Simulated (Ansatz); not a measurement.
# CH2BrF (SMILES FCBr): r2SCAN0/cc-pVDZ

What is the electronic atomisation energy of CH2BrF at r2SCAN0/cc-pVDZ? 

The results are computed with Ansatz 0.2.0.

## (1) Starting point

CH2BrF: 5 atoms, total charge 0, spin state singlet. As SMILES, `FCBr`. The shape is that of a PBE0-D4/def2-TZVP optimisation.

Bond lengths: F1–C2 1.352 Å, C2–Br3 1.935 Å, C2–H4 1.088 Å, C2–H5 1.088 Å. Angles: F1–C2–Br3 110.7°, F1–C2–H4 109.8°, F1–C2–H5 109.8°, Br3–C2–H4 106.9°, Br3–C2–H5 106.9°, H4–C2–H5 112.8°.

## (2) A single-point energy at r2SCAN0/cc-pVDZ

molecule.yaml reads:

```yaml
crystal:
  periodic: [false, false, false]
  atoms:
    - {symbol: F, position_ang: [0.686900, 1.170700, 0.163000]}
    - {symbol: C, position_ang: [0.150000, -0.066700, 0.076600]}
    - {symbol: Br, position_ang: [-1.544900, -0.012500, -0.855200]}
    - {symbol: H, position_ang: [0.807700, -0.713600, -0.500400]}
    - {symbol: H, position_ang: [-0.049700, -0.451500, 1.074600]}
basis:
  gaussian:
    orbitals: cc-pVDZ
hamiltonian:
  xc: {name: r2SCAN0}
accuracy: high
output:
  orbitals: {seedname: orbitals}
```

Launch:

```
ansatz run molecule.yaml --threads 1 --pin off --max-ram 3480MiB --events-out events.jsonl --progress --plain --runs-dir runs
```

The program printed:

```text
Warning: RAYON_NUM_THREADS=1 ignored (pool sized by the plan → 1); use --threads N
Functional definition: r2SCAN0
  name "r2SCAN0"
  parameter a = 0.25
  parameter k0 = 0.174
  parameter k1 = 0.065
  parameter a1 = 4.9479
  exchange = (1 - a)*r2scan_x(k0 = k0, k1 = k1, a1 = a1) + a*exact_x
  correlation = r2scan_c
1379 factors; integrals over basis functions are off by at most 4.6e-9 eV
mean field evaluation 1: about -73828.4311 eV, gradient 1.8e1 eV
mean field evaluation 2: about -73828.4344 eV, gradient 1.9e1 eV
mean field evaluation 4: about -73829.0415 eV, gradient 4.3e-1 eV
mean field evaluation 8: about -73829.1712 eV, gradient 6.2e-2 eV
mean field evaluation 16: about -73829.1712 eV, gradient 8.4e-6 eV
mean field -73829.17124623 eV, -2713.1720000894 hartree, gradient 8.9e-8 eV, S^2 0.000000; 0 other end points of the search recorded, 0 dependent functions left out
reference -73829.17124659 eV, -2713.1720001026 hartree; 26, 26 occupied and 39, 39 virtual orbitals, 1379 factors
Total energy: -73829.17124659 eV, -2713.1720001026 hartree
```

It took 8.7 s on 1 thread of Arm Neoverse V2, shared host; peak memory 0.23 GiB.

## (3) The Br atom at the same level

run.yaml reads:

```yaml
crystal:
  periodic: [false, false, false]
  atoms:
    - {symbol: Br, position_ang: [0.000000, 0.000000, 0.000000]}
basis:
  gaussian: {orbitals: cc-pVDZ}
magnetization: {spin_polarized: true, initial_magnetization: 1}
hamiltonian: {xc: {name: r2SCAN0}}
accuracy: high
```

Run the same way, it converges to -2574.06761 Eh (log not shown).

## (4) The C atom at the same level

run.yaml reads:

```yaml
basis:
  gaussian: {orbitals: cc-pVDZ}
crystal:
  periodic: [false, false, false]
  atoms:
    - {symbol: C, position_ang: [0.000000, 0.000000, 0.000000]}
magnetization: {spin_polarized: true, initial_magnetization: 2}
hamiltonian: {xc: {name: r2SCAN0}}
accuracy: high
```

Run the same way, it converges to -37.82786 Eh (log not shown).

## (5) The F atom at the same level

molecule.yaml reads:

```yaml
crystal:
  periodic: [false, false, false]
  atoms:
    - {symbol: F, position_ang: [0.000000, 0.000000, 0.000000]}
basis:
  gaussian:
    orbitals: cc-pVDZ
magnetization:
  spin_polarized: true
  initial_magnetization: 1
hamiltonian:
  xc: {name: r2SCAN0}
accuracy: high
```

Run the same way, it converges to -99.68145 Eh (log not shown).

## (6) The H atom

run.yaml reads:

```yaml
crystal:
  periodic: [false, false, false]
  atoms:
    - {symbol: H, position_ang: [0.000000, 0.000000, 0.000000]}
basis:
  gaussian: {orbitals: cc-pVDZ}
accuracy: high
hamiltonian: {xc: {name: r2SCAN0}}
total_charge: 0
magnetization: {spin_polarized: true, initial_magnetization: 1}
```

Run the same way, it converges to -0.49923 Eh (log not shown).

## (7) Results

Level: r2SCAN0/cc-pVDZ.

| quantity | value |
| --- | --- |
| molecule: total energy | -2713.17200 Eh |
| molecule: HOMO energy | -8.36 eV |
| molecule: LUMO energy | 0.22 eV |
| molecule: HOMO–LUMO gap | 8.58 eV |
| Br atom: total energy | -2574.06761 Eh |
| Br atom: ⟨S²⟩ | 0.753 |
| C atom: total energy | -37.82786 Eh |
| C atom: ⟨S²⟩ | 2.005 |
| F atom: total energy | -99.68145 Eh |
| F atom: ⟨S²⟩ | 0.751 |
| H atom: total energy | -0.49923 Eh |
| H atom: ⟨S²⟩ | 0.750 |
| electronic atomisation energy | 16.235 eV |

Taking the molecule apart into free atoms costs 16.24 eV (1566 kJ/mol), before zero-point energy and without spin-orbit coupling.
